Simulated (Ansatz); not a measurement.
Geometry optimisation, DFT PBEsol, scalar-relativistic, plane waves, PAW (Ansatz 0.2.0).

input.yaml

```yaml
crystal:
  lattice:
    - [6.32, 0.0, 0.0]
    - [0.0, 6.32, 0.0]
    - [0.0, 0.0, 6.32]
  atoms:
    - { symbol: W, position: [0.0, 0.0, 0.0] }
    - { symbol: W, position: [0.5, 0.0, 0.0] }
    - { symbol: W, position: [0.0, 0.5, 0.0] }
    - { symbol: W, position: [0.0, 0.0, 0.5] }
    - { symbol: W, position: [0.25, 0.25, 0.25] }
    - { symbol: W, position: [0.5, 0.5, 0.0] }
    - { symbol: W, position: [0.5, 0.0, 0.5] }
    - { symbol: W, position: [0.75, 0.25, 0.25] }
    - { symbol: W, position: [0.0, 0.5, 0.5] }
    - { symbol: W, position: [0.25, 0.75, 0.25] }
    - { symbol: W, position: [0.25, 0.25, 0.75] }
    - { symbol: W, position: [0.5, 0.5, 0.5] }
    - { symbol: W, position: [0.75, 0.75, 0.25] }
    - { symbol: W, position: [0.75, 0.25, 0.75] }
    - { symbol: W, position: [0.25, 0.75, 0.75] }
    - { symbol: W, position: [0.75, 0.75, 0.75] }
    - { symbol: Si, position: [0.24944076, 0.50054667, -0.12758929] }
basis:
  ecutwfc: 420.0
kpoints:
  mp_grid: { grid: [3, 3, 3] }
hamiltonian:
  xc: pbesol
  pseudopotentials: { kind: paw, azcp: { folder: soft_1 } }
scf:
  occupations: { method: gaussian, width: 0.05 }
  lower_state_search: "off"
relax:
  f_tol: 0.03
  max_steps: 60
  adjacent_minimum: "off"
output:
  write_density: true
  write_potential: true
  elf: true
  volumetric_format: npy
```

Launched with:

```bash
$ ansatz run input.yaml --threads 4 --pin off --max-ram 10240MiB --backend cpu --events-out ev --progress --plain --runs-dir out
```

Q: Where does it end, and by what steps?

A: It converged. The force dipped under the threshold on the way, but the program's further checks kept it going. Limits of this set-up: coarse k mesh, PAW files made for another functional, a small cell, in which the defect meets its images, a typed lattice constant that wasn't relaxed here. After 21 steps the energy has fallen by 18.265 eV; Si17 moved furthest, 0.73 Å. The start is strongly strained (largest force component 24 eV/Å).

| step | energy less start (eV) | largest force component (eV/Å) | accepted |
| --- | --- | --- | --- |
| 0 | 0.0000 | 23.679 | yes |
| 1 | -13.4516 | 9.790 | yes |
| 2 | -17.7580 | 0.641 | yes |
| 3 | -17.3439 | 1.228 | no |
| 4 | -17.8483 | 0.137 | yes |
| 5 | -17.8491 | 0.044 | yes |
| 6 | -17.8494 | 0.008 | yes |
| 7 | -17.8494 | 0.003 | yes |
| 8 | -17.8494 | 0.003 | yes |
| 9 | -17.8494 | 0.004 | yes |
| 10 | -17.8494 | 0.007 | yes |
| 11 | -17.8495 | 0.017 | yes |
| 12 | -17.8498 | 0.052 | yes |
| 13 | -17.8503 | 0.096 | yes |
| 14 | -17.8534 | 0.624 | yes |
| 15 | -17.9448 | 1.526 | yes |
| 16 | -18.1663 | 1.201 | yes |
| 17 | -15.5730 | 10.880 | no |
| 18 | -18.2520 | 0.337 | yes |
| 19 | -18.2613 | 0.124 | yes |
| 20 | -18.2648 | 0.011 | yes |
| 21 | -18.2648 | 0.011 | yes |

```xyz
17
Lattice="6.3200 0.0000 0.0000 0.0000 6.3200 0.0000 0.0000 0.0000 6.3200" Properties=species:S:1:pos:R:3
W -0.091 0.000 0.136
W 3.251 0.000 0.136
W -0.059 3.160 0.104
W -0.091 0.000 3.115
W 1.580 1.559 1.626
W 3.219 3.160 0.105
W 3.251 0.000 3.115
W 4.740 1.583 1.625
W -0.060 3.160 3.146
W 1.580 4.761 1.625
W 1.580 1.117 4.786
W 3.219 3.160 3.146
W 4.740 4.737 1.625
W 4.740 1.559 4.786
W 1.579 5.203 4.786
W 4.740 4.761 4.786
Si 1.580 3.160 -1.535
```

Whether the end is a true minimum wasn't checked by a vibrational analysis.

The run took 6.8 min on 4 threads of Intel(R) Xeon(R) Processor @ 2.50GHz (Skylake/Cascade Lake), with other jobs on the host, peak memory 1.3 GiB.
